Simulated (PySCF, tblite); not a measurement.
**C₄H₁₂FNSi₂: geometry, infrared bands and NMR shifts**

Aim: predict the infrared bands and NMR shifts of C₄H₁₂FNSi₂ (`C=C(F)C[SiH2]CN[SiH3]`).

Programs: tblite 0.8.0 and PySCF 2.14.0, with density-fitted response routines of our own. Each step states its level of theory. These are calculated values for one molecule in the gas phase, unless marked as measured. Atoms count from 0, in the outputs and in this text.

### Step 1. The molecule as given

20 atoms, charge 0, multiplicity 1; geometry from: force field or distance geometry start.

Bonds of the start (Å): C0–C1 1.33, C1–F2 1.35, C1–C3 1.50, C3–Si4 1.89, Si4–C5 1.88, C5–N6 1.48, N6–Si7 1.71, C0–H8 1.08, C0–H9 1.10, C3–H10 1.09, C3–H11 1.10, Si4–H12 1.49, Si4–H13 1.50, C5–H14 1.10, C5–H15 1.10, N6–H16 1.02, Si7–H17 1.47, Si7–H18 1.48, Si7–H19 1.47.

### Step 2. Geometry optimisation with GFN2-xTB

What the job is given:

```
{"job": {"kind": "relax", "xc": "GFN2-xTB", "basis": "xTB"}, "charge": 0, "multiplicity": 1}
C     -2.166600     1.737800    -0.044100
C     -2.380200     0.426500    -0.154800
F     -3.320100    -0.129600     0.645700
C     -1.641400    -0.465100    -1.108000
Si    -0.510100    -1.716500    -0.265900
C      0.813500    -0.857300     0.748200
N      1.702200    -0.047500    -0.106600
Si     2.861900     1.060200     0.496200
H     -1.430800     2.251200    -0.646200
H     -2.760000     2.325900     0.665100
H     -1.053400     0.122000    -1.807000
H     -2.385000    -1.017200    -1.697500
H     -1.293200    -2.639400     0.601900
H      0.157500    -2.549800    -1.318400
H      0.315900    -0.217200     1.497900
H      1.398800    -1.611800     1.301400
H      2.191100    -0.663600    -0.748300
H      2.153700     2.031700     1.347800
H      3.846700     0.273800     1.264000
H      3.494300     1.696500    -0.674500
```

Launch:

```sh
> OMP_NUM_THREADS=1 python probes_run.py task.json out
```

One launch serves the whole session: the jobs run in the order shown.

**Question.** This job is followed by: GFN2-xTB harmonic vibrations, gas phase; GIAO PBE0/pcSseg-1 NMR shielding, non-relativistic, gas phase. Predict these results of the whole session: strongest single infrared mode (GFN2-xTB); zero-point energy (GFN2-xTB); 13C shifts against TMS (PBE0/pcSseg-1); 1H shifts against TMS (PBE0/pcSseg-1, means over atoms taken as alike); 19F shifts against CFCl3 (PBE0/pcSseg-1); 29Si shifts against TMS (PBE0/pcSseg-1); 15N shifts against NH3 (PBE0/pcSseg-1).

The runs gave:

| quantity | value |
| --- | --- |
| strongest single infrared mode (GFN2-xTB) | 2270 cm⁻¹, 563 km/mol |
| zero-point energy (GFN2-xTB) | 90.7 kcal/mol |
| 13C shifts against TMS (PBE0/pcSseg-1) | 175.5, 94.5, 29.4, 17.2 ppm |
| 1H shifts against TMS (PBE0/pcSseg-1, means over atoms taken as alike) | 4.78, 4.68, 4.47, 4.19, 2.70, 2.08, -0.82 ppm |
| 19F shifts against CFCl3 (PBE0/pcSseg-1) | -86.0 ppm |
| 29Si shifts against TMS (PBE0/pcSseg-1) | -40.8, -52.9 ppm |
| 15N shifts against NH3 (PBE0/pcSseg-1) | 8.9 ppm |

Over 109 steps the energy fell by 0.260 eV; of the close pairs, Si4–C5 changed most, 1.876 to 1.910 Å. All 54 modes are real, so the xTB geometry is a minimum. Unscaled tight-binding wavenumbers are off by several per cent, some by more. Its intensities can rank the bands wrongly. At PBE0/pcSseg-1: The largest span, 177 ppm, is at F2, where the paramagnetic term is -219 ppm.
